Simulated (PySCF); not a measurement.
# Sn₃O⁺: quartet, from a trigonal planar start

The task is one start of a wider search on Sn₃O⁺: the quartet, built as trigonal planar. It is relaxed, tested by its Hessian and followed downhill if it is a saddle.

Program: PySCF 2.14.0. Level of theory: B3LYP, basis O def2-SVP, Sn def2-SVP with ECP28, scalar-relativistic core potentials, no spin–orbit coupling, density fitting. These are calculated values, not measurements.

## Step 1: The system as given

4 atoms, charge 1, spin multiplicity 4.

Bond lengths: O1–Sn2 1.989 Å, O1–Sn3 1.989 Å, O1–Sn4 1.989 Å. Angles: Sn2–O1–Sn3 120.0°, Sn2–O1–Sn4 120.0°, Sn3–O1–Sn4 120.0°.

Coordinates in bohr (charge 1 multiplicity 4):
```
O     0.0000    0.0000    0.0000
Sn    3.7595    0.0000    0.0000
Sn   -1.8797    3.2558    0.0000
Sn   -1.8798   -3.2558    0.0000
```

## Step 2: Relaxation: trigonal planar start, quartet

One driver script runs all steps and calls PySCF; scf.py shows how it sets up the SCF of each step. The optimiser is the driver's own. Before each start the driver seeks the lowest SCF state from one or more starting densities and follows internal instabilities, so scf.py alone need not reach the same state.

The program finds D3h symmetry in the start, which this walk keeps. The walk stops when the largest gradient is under 0.0003 Eh/bohr and the energy has settled too.

Contents of scf.py:

```python
from pyscf import gto, scf, dft
mol = gto.M(atom='''
O     -0.000000    -0.000000    -0.000000
Sn     1.989417    -0.000015    -0.000000
Sn    -0.994696     1.722893    -0.000000
Sn    -0.994721    -1.722878     0.000000''',
    basis={'O': 'def2-SVP', 'Sn': 'def2-SVP'},
    ecp={'Sn': 'def2-SVP'},
    charge=1, spin=3)
mf = dft.UKS(mol, xc='B3LYP')
mf.grids.atom_grid = (50, 194)
aux = {'O': 'def2-universal-JKFIT', 'Sn': 'def2-universal-JKFIT'}
mf = mf.density_fit(auxbasis=aux)
mf.kernel()
```

The runs that follow: Releasing the symmetry; Vibrations and properties at this point.

**Question.** What will these runs give? Wanted: minimum; geometry; wavenumbers; dipole moment; highest occupied, lowest empty level; polar-tensor charge of O1; zero-point energy; ⟨S²⟩.

As calculated:

```
                                          quantity                                                                                                   value
                                           minimum                                                                                            quartet, C2v
                                          geometry  O–Sn 2.115 Å, O–Sn 2.163 Å (×2), Sn–Sn 2.966 Å; O–Sn–Sn 46.7° (×2), Sn–O–Sn 86.6°, Sn–O–Sn 136.7° (×2)
                                wavenumbers (cm⁻¹)                                                56 (b2), 87 (b1), 105 (a1), 188 (a1), 312 (b2), 605 (a1)
                    dipole moment (centre of mass)                                                                                                  0.65 D
highest occupied, lowest empty level (either spin)                                                                                         -8.42, -8.02 eV
                         polar-tensor charge of O1                                                                                                 -0.78 e
                                 zero-point energy                                                                                              8.1 kJ/mol
                               entropy at 298.15 K                                                                                         388.7 J/(mol K)
                                              ⟨S²⟩                                                                                                   3.755
```

From D3h at the start the molecule goes to a C2v minimum. In the infrared the band at 605 cm⁻¹ (a1) leads. Other starts or spin states, not run here, may lie lower. Modes under about 90 cm⁻¹ are uncertain by tens of cm⁻¹. A two-component treatment could change these values noticeably.
